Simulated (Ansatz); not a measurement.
# SrC2: the cost of one run

All numbers are computed with Ansatz 0.2.0 through its Python package. The levels of theory stand in the script.

### Step 1. Starting point

The structure is tetragonal, space group I4/mmm (No. 139). The conventional cell has a = 4.114 Å, b = 4.114 Å, c = 6.766 Å, α = 90.00°, β = 90.00°, γ = 90.00°. Sr (site symmetry 4/mmm) is surrounded by 10 C at 2.79 to 2.97 Å. C (site symmetry 4mm) is surrounded by 1 C at 1.19 Å.

The script holds or builds the structure itself.

### Step 2. The script

File src2.py:

```python
import ansatz as az
from tabulate import tabulate


def main() -> None:
    src2 = (
        az.Lattice.of((-2.05715, 2.05715, 3.383), (2.05715, -2.05715, 3.383), (2.05715, 2.05715, -3.383))
        .atom("Sr", (0.0, 0.0, 0.0))
        .atom("C", (0.412, 0.412, 0.0))
        .atom("C", (0.588, 0.588, 0.0))
    )

    calc = (
        src2.calculation()
        .kpoints(6)
        .occupations(az.OccupationsMethod.FIXED)
        .mixing("msr1", beta=0.1)
        .scf(max_iterations=60, extra_bands=12)
        .forces()
        .stress()
    )

    rows = []
    for value in ["lda", "blyp", "pbesol"]:
        rep = calc.functional(value).run().report
        rows.append((value, rep["free_energy_ev"] / len(rep["lattice"]["sites"]), rep["n_iterations"], sum(rep["stress_gpa"][i][i] for i in range(3)) / 3, max(abs(f) for row in rep["forces_ev_ang"] for f in row), rep["n_kpoints"]))

    print(tabulate(rows, headers=["functional", "F/atom (eV)", "iterations", "P (GPa)", "max component (eV/A)", "k-points"], floatfmt=".4f", tablefmt="simple"))


if __name__ == "__main__":
    main()
```

### Step 3. The input behind the calls

The package turns the script's settings into the engine's input (first run):

```yaml
crystal:
  lattice:
    - [-2.05715, 2.05715, 3.383]
    - [2.05715, -2.05715, 3.383]
    - [2.05715, 2.05715, -3.383]
  atoms:
    - { symbol: Sr, position: [0.0, 0.0, 0.0] }
    - { symbol: C, position: [0.412, 0.412, 0.0] }
    - { symbol: C, position: [0.588, 0.588, 0.0] }
kpoints:
  mp_grid:
    grid: [6, 6, 6]
hamiltonian:
  xc: lda
scf:
  max_iter: 60
  n_extra_bands: 12
  mixing:
    algorithm: msr1
    beta: 0.1
  occupations:
    method: fixed
output:
  forces: true
  stress: true
```

### Step 4. Running it

On the command line:

```sh
$ python src2.py
```

**Question.** How long does this script take on 1 thread of Intel Xeon Platinum 8259CL at 2.50GHz (Skylake/Cascade Lake), shared host, and how much memory does it need?

About 6.4 s, with a peak of 0.4 GiB.
